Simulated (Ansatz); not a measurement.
**CH₈AlB₂N: how energies converge with the basis set**

One table from this session's results is given with a row withheld; the runs are named, their logs left out.

Program: Ansatz 0.2.0, Gaussian basis. Level of theory: one geometry, several basis sets. These are calculated values, not measurements.

Plan: PBE0-D4/def2-SVP; ωB97M-V/def2-SVP; PBE0-D4/def2-QZVPP; ωB97M-V/def2-QZVPP; the functionals' def2-TZVPP values are taken from earlier runs.

## The geometry

An earlier PBE0-D4 in a triple-zeta def2 set relaxation fixed the geometry.

SMILES `BC[N](B)[AlH2]`, 13 atoms, charge 0, spin multiplicity 1.

Atoms are counted from 1 here; the program's logs count them from 0.

Bond lengths: B1–C2 1.550 Å, B1–H6 1.196 Å, B1–H7 1.200 Å, C2–N3 1.461 Å, C2–H8 1.103 Å, C2–H9 1.102 Å, N3–B4 1.397 Å, N3–Al5 1.812 Å, B4–H10 1.203 Å, B4–H11 1.201 Å, Al5–H12 1.576 Å, Al5–H13 1.586 Å. Angles: C2–B1–H6 119.2°, C2–B1–H7 121.6°, H6–B1–H7 119.2°, B1–C2–N3 117.7°, B1–C2–H8 106.7°, B1–C2–H9 107.5°, N3–C2–H8 109.9°, N3–C2–H9 111.1°, H8–C2–H9 102.8°, C2–N3–B4 121.6°, C2–N3–Al5 120.0°, B4–N3–Al5 118.4°, N3–B4–H10 120.5°, N3–B4–H11 118.7°, H10–B4–H11 120.8°, N3–Al5–H12 120.2°, N3–Al5–H13 115.5°, H12–Al5–H13 124.2°.

Set-up of the first run:

in.yaml

```yaml
crystal:
  periodic: [false, false, false]
  atoms:
    - {symbol: B, position_ang: [-1.405885, 0.234508, 1.376101]}
    - {symbol: C, position_ang: [0.047835, -0.195128, 1.052768]}
    - {symbol: N, position_ang: [0.459903, -0.199630, -0.348694]}
    - {symbol: B, position_ang: [1.079173, -1.311015, -0.926526]}
    - {symbol: Al, position_ang: [0.145701, 1.250465, -1.389621]}
    - {symbol: H, position_ang: [-1.758961, 0.286629, 2.517773]}
    - {symbol: H, position_ang: [-2.190785, 0.499006, 0.507584]}
    - {symbol: H, position_ang: [0.184916, -1.199828, 1.487490]}
    - {symbol: H, position_ang: [0.721383, 0.429125, 1.662771]}
    - {symbol: H, position_ang: [1.306158, -2.292766, -0.269847]}
    - {symbol: H, position_ang: [1.375797, -1.267175, -2.089682]}
    - {symbol: H, position_ang: [0.385175, 1.177615, -2.945609]}
    - {symbol: H, position_ang: [-0.330110, 2.553395, -0.619907]}
basis:
  gaussian: {orbitals: def2-SVP}
hamiltonian: {xc: pbe0, dispersion: d4}
output: {orbitals: {seedname: orbitals}}
```

Among the steps run: PBE0-D4 in def2-SVP; ωB97M-V in def2-SVP; PBE0-D4 in def2-QZVPP; ωB97M-V in def2-QZVPP.

One table of the session follows, with a row left open; its other results are not shown here.

It belongs to the step «Functionals by basis». 

```
functional       basis  HOMO (eV)  LUMO (eV)
   PBE0-D4    def2-SVP          ?          ?
   PBE0-D4  def2-TZVPP      -7.95      -1.67
   PBE0-D4  def2-QZVPP      -7.95      -1.68
   ωB97M-V    def2-SVP     -10.19       0.35
   ωB97M-V  def2-TZVPP     -10.24       0.19
   ωB97M-V  def2-QZVPP     -10.25       0.08
```

Estimate the missing values for PBE0-D4, def2-SVP.

**Answer.** HOMO (eV): -7.94; LUMO (eV): -1.61. In the column «HOMO (eV)» it is the highest.
